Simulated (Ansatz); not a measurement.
# CH4ClGeN: up Jacob's ladder to CCSD(T)

The task here is to estimate one member of a computed series from the others.

The runs use Ansatz 0.2.0, Gaussian basis; functionals in def2-TZVPP, the program's frozen cores in correlated methods.

The runs, in order: LDA (SPW92), PBE-D4, revPBE-D4, BLYP-D4, r2SCAN-D4, B97M-V, PBE0-D4, B3LYP-D4, r2SCANh-D4, r2SCAN0-D4, HSE06-D4, BHLYP-D4, CAM-B3LYP-D4, LC-ωPBE, ωB97X-V, ωB97M-V, B2PLYP, PBE-QIDH; CCSD(T)/def2-SVP; CCSD(T)/def2-TZVPP; MP2/def2-QZVPP; extrapolation to the limit; RPA on PBE.

### The relaxed structure

All runs share one geometry, relaxed beforehand with PBE0-D4 in a triple-zeta def2 set.

SMILES `N=[C](Cl)[GeH3]`, 8 atoms, charge 0, spin multiplicity 1.

Atoms are counted from 1 here; the program's logs count them from 0.

Bond lengths: N1–C2 1.250 Å, N1–H5 1.019 Å, C2–Cl3 1.756 Å, C2–Ge4 1.976 Å, Ge4–H6 1.532 Å, Ge4–H7 1.537 Å, Ge4–H8 1.532 Å. Angles: C2–N1–H5 111.1°, N1–C2–Cl3 118.0°, N1–C2–Ge4 129.4°, Cl3–C2–Ge4 112.6°, C2–Ge4–H6 108.7°, C2–Ge4–H7 106.5°, C2–Ge4–H8 108.7°, H6–Ge4–H7 111.1°, H6–Ge4–H8 110.7°, H7–Ge4–H8 111.1°.

Geometry (Å):

```mol
CH4ClGeN
  3D, bonds by distance, orders not assigned

  8  7  0  0  0  0  0  0  0  0999 V2000
    1.7451    0.5622   -0.6011 N   0  0
    0.9335    0.0977    0.2289 C   0  0
    1.5416   -0.3462    1.8152 Cl  0  0
   -1.0049   -0.2323    0.0383 Ge  0  0
    1.2833    0.7835   -1.4826 H   0  0
   -1.7506    0.6021    1.0843 H   0  0
   -1.3838    0.2017   -1.3868 H   0  0
   -1.2720   -1.7259    0.2481 H   0  0
  1  2  8  0
  2  3  8  0
  2  4  8  0
  1  5  8  0
  4  6  8  0
  4  7  8  0
  4  8  8  0
M  END
```

Set-up of the first run:

The input, in.yaml:

```yaml
crystal:
  periodic: [false, false, false]
  atoms:
    - {symbol: N, position_ang: [1.745091, 0.562221, -0.601114]}
    - {symbol: C, position_ang: [0.933508, 0.097741, 0.228920]}
    - {symbol: Cl, position_ang: [1.541647, -0.346220, 1.815154]}
    - {symbol: Ge, position_ang: [-1.004947, -0.232252, 0.038325]}
    - {symbol: H, position_ang: [1.283328, 0.783499, -1.482633]}
    - {symbol: H, position_ang: [-1.750571, 0.602145, 1.084289]}
    - {symbol: H, position_ang: [-1.383823, 0.201733, -1.386833]}
    - {symbol: H, position_ang: [-1.272032, -1.725867, 0.248094]}
basis:
  gaussian: {orbitals: def2-TZVPP}
hamiltonian: {xc: lda}
output: {orbitals: {seedname: orbitals}}
```

Command:

```sh
$ ansatz run in.yaml --threads 4 --pin off --events-out ev --progress --plain --max-ram 10444MiB
```

Among the steps run: LDA; PBE-D4 (GGA); revPBE-D4 (GGA); BLYP-D4 (GGA); r2SCAN-D4 (meta-GGA); B97M-V (meta-GGA); PBE0-D4 (hybrid); B3LYP-D4 (hybrid); r2SCANh-D4 (hybrid); r2SCAN0-D4 (hybrid); HSE06-D4 (hybrid); BHLYP-D4 (hybrid); CAM-B3LYP-D4 (range-separated); LC-ωPBE (range-separated); ωB97X-V (range-separated); ωB97M-V (range-separated); B2PLYP (double hybrid); PBE-QIDH (double hybrid).

One of the session's tables, all rows but one given; the rest of the session is left out.

It belongs to the step «Frontier levels by functional». 

```
  functional  HOMO (eV)  gap (eV)
 LDA (SPW92)      -6.68      4.40
      PBE-D4      -6.55      4.49
   revPBE-D4      -6.49      4.52
     BLYP-D4      -6.44      4.52
   r2SCAN-D4      -6.85      4.94
      B97M-V      -6.98      5.16
     PBE0-D4      -7.91      6.89
    B3LYP-D4      -7.69      6.45
  r2SCANh-D4      -7.35      5.83
  r2SCAN0-D4          ?         ?
    HSE06-D4      -7.51      6.11
    BHLYP-D4      -9.20      9.35
CAM-B3LYP-D4      -9.28      9.46
     LC-ωPBE     -10.59     11.94
     ωB97X-V     -10.26     11.55
     ωB97M-V     -10.14     11.35
```

Estimate the missing values for r2SCAN0-D4.

Worked estimate for «HOMO (eV)». Against the share of exact exchange, r2SCAN-D4 (0, -6.85), r2SCANh-D4 (0.1, -7.35) give a slope of -5.00 per unit share; at 0.25 the line stands at -8.10.

As computed: HOMO (eV): -8.12; gap (eV): 7.17. In «HOMO (eV)» the line misses by +0.02.
